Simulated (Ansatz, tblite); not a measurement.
# B4As5 zinc blende ring disc (B₄As₅H₁₆+): a ladder of methods and basis sets

How do method and basis change the picture of B4As5 zinc blende ring disc (B₄As₅H₁₆+) (singlet)?

Program: Ansatz 0.2.0, Gaussian basis. Level of theory: as each input shows. These are calculated values, not measurements.

The runs, in order: GFN1-xTB, GFN2-xTB, PBE-D4/def2-TZVP, r2SCAN-D4/def2-TZVP, PBE-D4/def2-SVP, PBE0-D4/def2-SVP, HF/STO-3G, HF/6-31G, B3LYP-D4/6-31G, MP2/def2-SVP.

4 further runs of the same task are left out: 3 that didn't finish, 1 set aside as unsound or not needed. Runs told in other sessions of the task aren't counted.

**1. The geometry**

The geometry is that of the singlet, from an earlier relaxation (r2SCAN-D4/def2-SVP).

25 atoms, charge 1, spin multiplicity 1.

Bond lengths: B1–As5 2.065 Å, B1–As6 2.065 Å, B1–As7 2.063 Å, B1–H10 1.208 Å, B2–As6 2.053 Å, B2–As8 2.053 Å, B2–H11 1.213 Å, B2–H12 1.209 Å, B3–As5 2.053 Å, B3–As9 2.053 Å, B3–H13 1.209 Å, B3–H14 1.213 Å, B4–As7 2.063 Å, B4–As8 2.065 Å, B4–As9 2.065 Å, B4–H15 1.208 Å, As5–H16 1.504 Å, As5–H17 1.507 Å and more. Angles: As5–B1–As6 110.7°, As5–B1–As7 106.4°, As5–B1–H10 111.0°, As6–B1–As7 106.4°, As6–B1–H10 111.0°, As7–B1–H10 111.2°, As6–B2–As8 108.5°, As6–B2–H11 106.0°, As6–B2–H12 109.9°, As8–B2–H11 106.0°, As8–B2–H12 109.9°, H11–B2–H12 116.1°, As5–B3–As9 108.5°, As5–B3–H13 109.9°, As5–B3–H14 106.0°, As9–B3–H13 109.9°, As9–B3–H14 106.0°, H13–B3–H14 116.1° and more.

Coordinates:

```xyz
25
As5B4H16
B    -1.2231   -1.2260    0.9408
B     1.4713   -1.4654   -1.3687
B    -1.4689    1.4639   -1.3720
B     1.2217    1.2269    0.9415
As   -2.3797    0.0194   -0.2320
As    0.0265   -2.3790   -0.2312
As   -0.0011    0.0005    2.0618
As    2.3798   -0.0189   -0.2295
As   -0.0269    2.3791   -0.2324
H    -1.9145   -1.9195    1.6485
H     0.8812   -0.8764   -2.2492
H     2.2884   -2.2801   -1.7286
H    -2.2852    2.2779   -1.7353
H    -0.8767    0.8732   -2.2500
H     1.9123    1.9208    1.6496
H    -3.2366   -0.8515   -1.1088
H    -3.4258    0.5839    0.6937
H    -0.8415   -3.2369   -1.1100
H     0.5914   -3.4249    0.6946
H     0.8205   -0.8186    3.0219
H    -0.8230    0.8194    3.0217
H     3.4259   -0.5814    0.6975
H     3.2365    0.8518   -1.1067
H    -0.5943    3.4244    0.6925
H     0.8419    3.2377   -1.1097
```

The ion is computed in the gas phase, without counter-ions or solvent.

PBE0-D4/def2-TZVP was run before; its log isn't repeated, and its numbers join the tables.

**2. GFN1-xTB**

Tight binding, by tblite at 300 K electronic temperature and without a spin-polarisation term:

```python
tblite.interface.Calculator('GFN1-xTB', numbers, positions, charge=1, uhf=0).singlepoint()
```

Energy -699.1966 eV, HOMO -15.24 eV, LUMO -9.80 eV; 0.029 s.

**3. GFN2-xTB**

Tight binding, by tblite at 300 K electronic temperature and without a spin-polarisation term:

```python
tblite.interface.Calculator('GFN2-xTB', numbers, positions, charge=1, uhf=0).singlepoint()
```

Energy -667.2471 eV, HOMO -14.13 eV, LUMO -8.35 eV; 0.02 s.

**4. PBE-D4/def2-TZVP**

start.molden holds the orbitals of an earlier run on this state, given as this run's starting guess.

Input file in.yaml:

```yaml
crystal:
  periodic: [false, false, false]
  atoms:
    - {symbol: B, position_ang: [-1.223093, -1.225972, 0.940770]}
    - {symbol: B, position_ang: [1.471266, -1.465450, -1.368705]}
    - {symbol: B, position_ang: [-1.468890, 1.463857, -1.371961]}
    - {symbol: B, position_ang: [1.221679, 1.226856, 0.941474]}
    - {symbol: As, position_ang: [-2.379721, 0.019433, -0.232005]}
    - {symbol: As, position_ang: [0.026523, -2.379033, -0.231216]}
    - {symbol: As, position_ang: [-0.001072, 0.000485, 2.061793]}
    - {symbol: As, position_ang: [2.379804, -0.018935, -0.229491]}
    - {symbol: As, position_ang: [-0.026878, 2.379070, -0.232392]}
    - {symbol: H, position_ang: [-1.914494, -1.919495, 1.648482]}
    - {symbol: H, position_ang: [0.881235, -0.876404, -2.249205]}
    - {symbol: H, position_ang: [2.288444, -2.280111, -1.728602]}
    - {symbol: H, position_ang: [-2.285194, 2.277880, -1.735256]}
    - {symbol: H, position_ang: [-0.876732, 0.873177, -2.249963]}
    - {symbol: H, position_ang: [1.912267, 1.920790, 1.649579]}
    - {symbol: H, position_ang: [-3.236621, -0.851512, -1.108772]}
    - {symbol: H, position_ang: [-3.425849, 0.583892, 0.693731]}
    - {symbol: H, position_ang: [-0.841489, -3.236877, -1.109979]}
    - {symbol: H, position_ang: [0.591391, -3.424853, 0.694579]}
    - {symbol: H, position_ang: [0.820468, -0.818586, 3.021926]}
    - {symbol: H, position_ang: [-0.823008, 0.819390, 3.021718]}
    - {symbol: H, position_ang: [3.425905, -0.581419, 0.697455]}
    - {symbol: H, position_ang: [3.236469, 0.851786, -1.106716]}
    - {symbol: H, position_ang: [-0.594258, 3.424392, 0.692453]}
    - {symbol: H, position_ang: [0.841857, 3.237651, -1.109714]}
basis:
  gaussian: {orbitals: def2-TZVP, initial_orbitals: start.molden}
total_charge: 1
hamiltonian: {xc: pbe, dispersion: d4}
scf: {omitted_lower_state_checks: [starts]}
output: {forces: true, orbitals: {seedname: orbitals}}
```

Started as:

```
> ansatz run in.yaml --threads 4 --pin off --events-out ev --progress --plain --max-ram 6963MiB
```

After this run come: r2SCAN-D4/def2-TZVP; PBE-D4/def2-SVP; PBE0-D4/def2-SVP; HF/STO-3G; HF/6-31G; B3LYP-D4/6-31G; MP2/def2-SVP.

Before running them: what should the planned runs give, taken together? Wanted: gap in def2-TZVP, named functionals, smallest and largest; correlation energy, MP2/def2-SVP; PBE0 total energy, smallest basis above largest.

**Answer**, as computed:

```
                                                 quantity                                value
gap in def2-TZVP, named functionals, smallest and largest  5.25 eV (PBE-D4), 7.18 eV (PBE0-D4)
                         correlation energy, MP2/def2-SVP                            -44.12 eV
          PBE0 total energy, smallest basis above largest       40.34 eV (def2-SVP, def2-TZVP)
```

**Reading.** Over the named functionals in def2-TZVP the gap runs from 5.25 eV (PBE-D4) to 7.18 eV (PBE0-D4); exact exchange widens it.
